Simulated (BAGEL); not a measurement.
**BAsNH5 (SMILES NB[AsH2]): HF/STO-3G (density fitting with qzvpp-jkfit)**

What is the vertical ionisation energy of BAsNH5 at HF/STO-3G (density fitting with qzvpp-jkfit)? 

The results are computed with BAGEL 1.2.2.

6 further runs of the same task are left out: 4 that didn't finish, 2 set aside as unsound or not needed.

### 1 The system as given

BAsNH5 has 8 atoms, charge 0, and is taken as a singlet. As SMILES, `NB[AsH2]`. Geometry: a GFN2-xTB relaxation, a rough one for these elements and not checked as a minimum. This is one conformer, not always the lowest.

Bond lengths: N1–B2 1.380 Å, B2–As3 2.038 Å, N1–H4 1.008 Å, N1–H5 1.008 Å, B2–H6 1.176 Å, As3–H7 1.507 Å, As3–H8 1.504 Å. Angles: N1–B2–As3 119.5°, N1–B2–H6 117.2°, As3–B2–H6 123.3°, B2–N1–H4 123.7°, B2–N1–H5 124.2°, B2–As3–H7 91.7°, B2–As3–H8 94.5°, H4–N1–H5 112.1°, H7–As3–H8 88.6°.

### 2 The energy at HF/STO-3G (density fitting with qzvpp-jkfit)

hf.json

```json
{ "bagel" : [

{
  "title" : "molecule",
  "basis" : "sto-3g",
  "df_basis" : "qzvpp-jkfit",
  "angstrom" : true,
  "geometry" : [
    { "atom" : "N", "xyz" : [   -1.089390,    0.754930,   -0.590610 ] },
    { "atom" : "B", "xyz" : [    0.090560,    0.448100,    0.056340 ] },
    { "atom" : "As", "xyz" : [    0.888460,   -1.416800,   -0.142600 ] },
    { "atom" : "H", "xyz" : [   -1.584630,    0.110720,   -1.187870 ] },
    { "atom" : "H", "xyz" : [   -1.556640,    1.645300,   -0.523900 ] },
    { "atom" : "H", "xyz" : [    0.578060,    1.292870,    0.713830 ] },
    { "atom" : "H", "xyz" : [    0.447130,   -1.801180,    1.245830 ] },
    { "atom" : "H", "xyz" : [    2.226450,   -1.033950,    0.428990 ] }
  ]
},
{ "title" : "hf" },
{ "title" : "print", "file" : "orbitals.molden", "orbitals" : true }

]}
```

On the command line:

```bash
$ BAGEL_NUM_THREADS=1 BAGEL hf.json > hf.out
```

The program printed:

```text
* using 1 threads per process

  ===============================================================
  ===============================================================

  *** Geometry ***

  { "atom" : "N", "xyz" : [     -2.058649,      1.426611,     -1.116091 ] },
  { "atom" : "B", "xyz" : [      0.171134,      0.846786,      0.106467 ] },
  { "atom" : "As", "xyz" : [      1.678946,     -2.677364,     -0.269475 ] },
  { "atom" : "H", "xyz" : [     -2.994517,      0.209230,     -2.244749 ] },
  { "atom" : "H", "xyz" : [     -2.941623,      3.109166,     -0.990028 ] },
  { "atom" : "H", "xyz" : [      1.092375,      2.443170,      1.348943 ] },
  { "atom" : "H", "xyz" : [      0.844953,     -3.403737,      2.354277 ] },
  { "atom" : "H", "xyz" : [      4.207381,     -1.953882,      0.810674 ] },

  Number of auxiliary basis functions:      508

  Since a DF basis is specified, we compute 2- and 3-index integrals:
    o Being stored without compression. Storage requirement is 0.004 GB

  Number of basis functions:       33
  Number of electrons      :       50

    * METHOD: MOLECULE                             0.14

  *** RHF ***

  === Nuclear Repulsion ===
   156.4348309839

      * DIIS with orbital gradients will be used.

  === RHF iteration (sto-3g) ===
      0      -2290.31789832          0.00786383           0.02
      1      -2290.34505548          0.00230496           0.02
      2      -2290.34723405          0.00070509           0.02
      3      -2290.34747118          0.00007740           0.02
      4      -2290.34747487          0.00002418           0.02
      5      -2290.34747529          0.00000452           0.02
      6      -2290.34747531          0.00000113           0.02
      7      -2290.34747531          0.00000017           0.02
      8      -2290.34747531          0.00000004           0.02
      9      -2290.34747531          0.00000001           0.02
     10      -2290.34747531          0.00000000           0.02
    * SCF iteration converged.

    * Permanent dipole moment:
           (    0.625244,    -0.486224,     0.073019) a.u.

    * METHOD: HF                                   0.26

    * METHOD: PRINT                                0.00

  ===============================================================
```

Wall time 0.54 s (1 thread of Intel Xeon 6975P-C (Granite Rapids), shared host).

### 3 The doublet cation, same level

job.json

```json
{ "bagel" : [

{
  "title" : "molecule",
  "basis" : "sto-3g",
  "df_basis" : "qzvpp-jkfit",
  "angstrom" : true,
  "geometry" : [
    { "atom" : "N", "xyz" : [   -1.089390,    0.754930,   -0.590610 ] },
    { "atom" : "B", "xyz" : [    0.090560,    0.448100,    0.056340 ] },
    { "atom" : "As", "xyz" : [    0.888460,   -1.416800,   -0.142600 ] },
    { "atom" : "H", "xyz" : [   -1.584630,    0.110720,   -1.187870 ] },
    { "atom" : "H", "xyz" : [   -1.556640,    1.645300,   -0.523900 ] },
    { "atom" : "H", "xyz" : [    0.578060,    1.292870,    0.713830 ] },
    { "atom" : "H", "xyz" : [    0.447130,   -1.801180,    1.245830 ] },
    { "atom" : "H", "xyz" : [    2.226450,   -1.033950,    0.428990 ] }
  ]
},
{ "title" : "uhf", "charge" : 1, "nopen" : 1 },
{ "title" : "print", "file" : "orbitals.molden", "orbitals" : true }

]}
```

On the command line:

```bash
$ BAGEL_NUM_THREADS=1 BAGEL job.json > job.out
```

The program printed:

```text
* using 1 threads per process

  ===============================================================
  ===============================================================

  *** Geometry ***

  { "atom" : "N", "xyz" : [     -2.058649,      1.426611,     -1.116091 ] },
  { "atom" : "B", "xyz" : [      0.171134,      0.846786,      0.106467 ] },
  { "atom" : "As", "xyz" : [      1.678946,     -2.677364,     -0.269475 ] },
  { "atom" : "H", "xyz" : [     -2.994517,      0.209230,     -2.244749 ] },
  { "atom" : "H", "xyz" : [     -2.941623,      3.109166,     -0.990028 ] },
  { "atom" : "H", "xyz" : [      1.092375,      2.443170,      1.348943 ] },
  { "atom" : "H", "xyz" : [      0.844953,     -3.403737,      2.354277 ] },
  { "atom" : "H", "xyz" : [      4.207381,     -1.953882,      0.810674 ] },

  Number of auxiliary basis functions:      508

  Since a DF basis is specified, we compute 2- and 3-index integrals:
    o Being stored without compression. Storage requirement is 0.004 GB

  Number of basis functions:       33
  Number of electrons      :       50

    * METHOD: MOLECULE                             0.14

  *** Open-shell HF ***

  === Nuclear Repulsion ===
   156.4348309839

      * DIIS with orbital gradients will be used.

  === UHF iteration (sto-3g) ===
      0      -2290.07205006          0.01764471           0.03
      1      -2290.10981974          0.00679377           0.03
      2      -2290.11549943          0.00301315           0.03
      3      -2290.11682267          0.00127687           0.03
      4      -2290.11772555          0.00056081           0.03
      5      -2290.11807616          0.00022321           0.03
      6      -2290.11814927          0.00005697           0.03
      7      -2290.11815261          0.00001893           0.03
      8      -2290.11815322          0.00000722           0.03
      9      -2290.11815356          0.00000247           0.03
     10      -2290.11815369          0.00000137           0.03
     11      -2290.11815377          0.00000079           0.03
     12      -2290.11815382          0.00000045           0.03
     13      -2290.11815384          0.00000030           0.03
     14      -2290.11815385          0.00000022           0.03
     15      -2290.11815385          0.00000008           0.03
     16      -2290.11815386          0.00000003           0.03
     17      -2290.11815386          0.00000002           0.03
     18      -2290.11815386          0.00000001           0.03
     19      -2290.11815386          0.00000000           0.03
    * SCF iteration converged.

    * S^2 (UHF) is 0.7554

    * Permanent dipole moment:
           (    0.213061,     0.210228,     0.149214) a.u.

    * METHOD: UHF                                  0.73

    * METHOD: PRINT                                0.00

  ===============================================================
```

Wall time 1 s (1 thread of Intel Xeon 6975P-C (Granite Rapids), shared host).

### 4 Summary of results

At HF/STO-3G (density fitting with qzvpp-jkfit):

```
                                          quantity           value
                      singlet BAsNH5: total energy  -2290.34748 Eh
                     singlet BAsNH5: dipole moment          2.02 D
                       singlet BAsNH5: HOMO energy        -6.97 eV
                       singlet BAsNH5: LUMO energy         8.45 eV
                     singlet BAsNH5: HOMO–LUMO gap        15.42 eV
                      doublet cation: total energy  -2290.11815 Eh
                              doublet cation: ⟨S²⟩           0.755
vertical ionisation energy (to the doublet cation)        6.240 eV
```

Removing an electron at fixed nuclei costs 6.24 eV (602 kJ/mol). −ε(HOMO) before ionisation, 6.97 eV, is 0.73 eV above this ionisation energy. In a minimal basis such a difference can be off by several eV, whatever the method.
